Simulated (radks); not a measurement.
# Filling a jellium sphere with rs = 2.45 bohr: electrons 7 to 10

Which level does each new electron take in a jellium sphere with rs = 2.45 bohr, and at which counts is the cluster hardest to charge further? Each count tries a few candidate levels and keeps the lowest. The background charge grows with the count, so each cluster is neutral; its cation and anion are computed too.

The numbers are computed with radks (version 2): non-relativistic spin-polarised Kohn-Sham, LDA (Slater exchange, Perdew-Wang correlation), spherically averaged shells.

### Step 1. The model

* well: a jellium sphere with rs = 2.45 bohr
* functional: LDA (Slater exchange, Perdew-Wang correlation)
* levels: named by radial order: 1s, 1p, 1d, 2s, 1f and so on
* units: hartree and bohr; summary energies in eV
* configuration carried in: 1s2 1p(up 3, down 1) (N = 6, energy -0.187671)

The runs that follow: 7 electrons; Electron number 8; Electron number 9; 10 electrons.

Before running it: what results should come out? Wanted: closed shells at N; largest second difference; most unpaired electrons; ionisation energies; polarisability at N = 8; configuration at N = 10.

The runs gave:

| quantity | value |
| --- | --- |
| closed shells at N | 8 |
| largest second difference | 2.74 eV at N = 8 (of N = 7 to 9) |
| most unpaired electrons | 2 at N = 10 |
| ionisation energies | 3.93 to 6.81 eV |
| polarisability at N = 8 | 212.9 bohr³ |
| configuration at N = 10 | 1s2 1p6 1d(up 2, down 0) |

**Reading.** Shells close at N = 8, and the second difference peaks there. The largest moment in range is 2, first at N = 10: exchange favours parallel spins in open shells. The polarisability at N = 8 is 1.81 times the classical R³, since electrons spill past the background. The anion gave no bound, converged state at N = 8, 9 and 10; semilocal functionals bind extra electrons too weakly, through self-interaction. The ions keep the filling of the neutral cluster, less or plus one electron, without a search of their own. The model keeps every shell spherical, so real clusters and dots, which can deform, may order levels otherwise.
